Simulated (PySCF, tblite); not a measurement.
**C₈H₇O radical: geometry, infrared bands and EPR parameters**

Wanted: the infrared bands and EPR parameters of C₈H₇O radical (`C#CC1=C(C=O)C[CH]C1`), by calculation.

The runs use tblite 0.8.0 and PySCF 2.14.0, with density-fitted response routines of our own; the level of theory stands in each step. All values are computed, except where a source is named. Atoms are numbered from 0 throughout.

## Step 1: Starting geometry

16 atoms, charge 0, multiplicity 2; geometry from: force field or distance geometry start.

Bonds of the start (Å): C0–C1 1.21, C1–C2 1.40, C2–C3 1.36, C3–C4 1.46, C4–O5 1.23, C3–C6 1.50, C6–C7 1.50, C7–C8 1.50, C8–C2 1.51, C0–H9 1.05, C4–H10 1.10, C6–H11 1.09, C6–H12 1.09, C7–H13 1.08, C8–H14 1.09, C8–H15 1.09.

## Step 2: Optimising the geometry with GFN2-xTB

What the job is given:

```
{"job": {"kind": "relax", "xc": "GFN2-xTB", "basis": "xTB"}, "charge": 0, "multiplicity": 2}
C      2.881200    -1.188100    -0.756200
C      1.759500    -0.852700    -0.441100
C      0.464700    -0.478700    -0.044100
C     -0.071700     0.761200    -0.178600
C      0.590200     1.942500    -0.713400
O      0.018200     3.027200    -0.793300
C     -1.477400     0.825700     0.327100
C     -1.744200    -0.571500     0.795800
C     -0.533100    -1.427800     0.564500
H      3.851900    -1.480000    -1.037700
H      1.625300     1.809200    -1.070300
H     -1.574600     1.521100     1.166800
H     -2.177300     1.105200    -0.456600
H     -2.674400    -0.919000     1.219100
H     -0.172700    -1.818800     1.513700
H     -0.773200    -2.246500    -0.107100
```

Started as:

```
> OMP_NUM_THREADS=1 python probes_run.py task.json out
```

The driver reads the jobs from task.json and runs them one after another.

**Question.** This job is followed by: GFN2-xTB harmonic vibrations, gas phase; UKS B3LYP, pcH-1 on C H O, non-relativistic, mean-field spin-orbit, GIAO. What will the session give for the following? strongest single infrared mode (GFN2-xTB); zero-point energy (GFN2-xTB); g(iso) (B3LYP); ⟨S²⟩; largest a(iso) (averaged by class); surface potential, 1st and 99th percentile.

**Answer**, as computed:

| quantity | value |
| --- | --- |
| strongest single infrared mode (GFN2-xTB) | 1706 cm⁻¹, 571 km/mol |
| zero-point energy (GFN2-xTB) | 72.9 kcal/mol |
| g(iso) (B3LYP) | 2.00264 |
| ⟨S²⟩ | 0.754 (exact 0.75) |
| largest a(iso) (averaged by class) | 1H on H11, H12, 121.1 MHz |
| surface potential, 1st and 99th percentile | -1.71 V and 1.60 V |

What this shows: Over 26 steps the energy fell by 0.092 eV; of the close pairs, C7–C8 changed most, 1.501 to 1.481 Å. All 42 modes are real, so the xTB geometry is a minimum. The strongest single mode, at 1706 cm⁻¹, moves mainly C4 and O5. GFN2-xTB is a fitted tight-binding method: band positions and strengths are rough. Its intensities can rank the bands wrongly. Most of the unpaired spin sits on C7 (1.03 e). The isotropic g lies 0.3 ppt above the free-electron value.
